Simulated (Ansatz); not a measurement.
Task: a supercell folding check of LiZn, space group Fd-3m, with Ansatz 0.2.0, Python API. Give the script and its output. Level of theory (first run): PBEsol, PAW, cutoff 530 eV, 4×4×4 k-points, Methfessel-Paxton smearing of 0.1 eV.

Contents of `lizn.extxyz`:
```text
4
Lattice="0.0 3.117 3.117 3.117 0.0 3.117 3.117 3.117 0.0" Properties=species:S:1:pos:R:3 pbc="T T T"
Li    0.00000000    0.00000000    0.00000000
Li    1.55850000    1.55850000    1.55850000
Zn    3.11700000    3.11700000    3.11700000
Zn    4.67550000    4.67550000    4.67550000
```

Script `fold_lizn.py`:
```python
# -*- coding: utf-8 -*-
'''Band folding check for LiZn.'''

import warnings

import ansatz as az

warnings.simplefilter('ignore', az.DeckWarning)

system = az.Crystal.from_extxyz('lizn.extxyz')

# the mesh shrinks as the cell grows, so that all cells sample the same points
mesh = (4, 4, 4)
rows = []
for repeats in [(1, 1, 1), (2, 1, 1)]:
    calc = system.supercell(*repeats).calculation()
    calc = calc.pseudopotentials('paw')
    calc = calc.functional(az.Functional.PBESOL).scf(algorithm='direct_min', self_checks='high')
    calc = calc.basis(530, xc_grid=1)
    calc = calc.occupations(az.OccupationsMethod.METHFESSEL_PAXTON, width=0.1)
    calc = calc.kpoints(*(k // n for k, n in zip(mesh, repeats)))
    data = calc.run(threads=1, pin='off').report
    n = len(data['lattice']['sites'])
    rows.append((repeats, n, data['free_energy_ev'] / n, data['fermi_energy_ev'], data['n_kpoints'], data['n_symmetry_ops']))
print('       repeats           atoms       F/atom eV  Fermi level eV        k-points  symmetry operations')
for row in rows:
    print(f'{str(row[0]):>14s}  {row[1]:14d}  {row[2]:14.5f}  {row[3]:14.4f}  {row[4]:14d}  {row[5]:19d}')
```

```console
$ python fold_lizn.py
       repeats           atoms       F/atom eV  Fermi level eV        k-points  symmetry operations
     (1, 1, 1)               4     -1742.13811          6.0375               8                   48
     (2, 1, 1)               8     -1742.13811          6.0375               8                   24
```

What to keep in mind:
- These settings explore the input space; cutoff and mesh may be short of convergence.
- The mesh is modest for a metal, so energies can be off by several to tens of meV an atom and pressures by half a GPa or more; differences at equal mesh fare better.
- The starting cell is as deposited in a crystallographic database; the results hold for this polymorph, which needn't be the stable one.
- The count of operations in a supercell holds its pure translations too, and an uneven repeat can lower the point group.
- Hardware and time: 18 s on 1 thread of Arm Neoverse V1, with other jobs on the host, peak memory 0.51 GiB.

(A comment or docstring line of the script was reworded after the run, the code is as it ran; lines on the test bed's own set-up are left out of the output.)
